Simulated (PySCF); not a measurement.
# [Eu(H2CO)]2+: other functionals and bases at one geometry

One table from this session's results is given with a row withheld; the runs are named, their logs left out.

Program: PySCF 2.14.0. Level of theory: several levels, as the steps say, no spin–orbit coupling. These are calculated values, not measurements.

1 further run of the same task is left out (for a known fault of the program).

## Starting geometry

5 atoms, charge 2, spin multiplicity 1.

Bond lengths: Eu1–O2 2.345 Å, O2–C3 1.230 Å, C3–H4 1.108 Å, C3–H5 1.108 Å. Angles: Eu1–O2–C3 180.0°, O2–C3–H4 120.5°, O2–C3–H5 120.5°, H4–C3–H5 118.9°.

As a file:

```
atom    x (Å)   y (Å)    z (Å)
 Eu1   0.0000  0.0000  -0.2930
  O2   0.0000  0.0000   2.0523
  C3   0.0000  0.0000   3.2821
  H4   0.9543  0.0000   3.8449
  H5  -0.9543  0.0000   3.8449
```

Formal oxidation states: Eu +2. Each metal's 7 4f electrons lie in its core potential, so multiplicities, spins and levels count the valence alone. An earlier session relaxed this geometry at PBE0, Eu lcecp-0-SVP with ECP53, O def2-SVP, C def2-SVP, H def2-SVP (singlet, point group C2v).

At PBE0 on the finer grid: E = -143.103525 Eh, frontier levels not given, since the 4f levels lie in the core, Mulliken charge on Eu1 +1.75 e, largest force component 0.006 eV/Å. 

Levels to run: TPSSh; BLYP; PBE0, TZVP. Hardware: 2 threads of Arm Neoverse V2, shared host.

Set-up of the first run:

File run.py (the lines that set the calculation):

```python
mol = gto.M(atom='''
Eu     0.00000     0.00000    -0.29300
O      0.00000     0.00000     2.05229
C      0.00000     0.00000     3.28208
H      0.95433     0.00000     3.84485
H     -0.95433     0.00000     3.84485''',
    basis={'Eu': 'lcecp-0-SVP', 'O': 'def2-SVP', 'C': 'def2-SVP', 'H': 'def2-SVP'},
    ecp={'Eu': 'lcecp-0-SVP'},
    charge=2, spin=0)
mf = dft.RKS(mol, xc='TPSSH')
mf.grids.atom_grid = (75, 302)  # f atoms: unpruned, at least (60, 302)
mf = mf.density_fit()  # fitting sets: Eu AutoAux, O def2-universal-JKFIT, C def2-universal-JKFIT, H def2-universal-JKFIT
mf.conv_tol = 1e-08; mf.max_cycle = 55
mf.kernel(dm0)  # dm0: the density of the relaxed state
```

Started as:

```
$ OMP_NUM_THREADS=2 python run.py
```

Steps of the session up to this table: TPSSh; BLYP; PBE0, TZVP.

One table of the session follows, with a row left open; its other results are not shown here.

```
              level  charge on Eu1 (e)  dipole (D)  largest force component (eV/Å)
PBE0 (relaxed here)               1.75        2.13                            0.01
              TPSSh               1.74        2.16                            0.63
               BLYP                  ?           ?                               ?
         PBE0, TZVP               1.82        2.17                            0.28
```

**Question.** Estimate the row for BLYP.

**Answer.** charge on Eu1 (e): 1.70; dipole (D): 2.27; largest force component (eV/Å): 1.14. In the column «charge on Eu1 (e)» it is the lowest.

The dipole of a charged species depends on the origin, so these sizes hold for this origin alone.

The largest leftover force, 1.14 eV/Å with BLYP, stands at a geometry relaxed at another level. With 4f in the core, its levels are missing from HOMO and gap, and its count is fixed, so no charge can pass from the ligands into it. Total energies of different levels can't be compared.
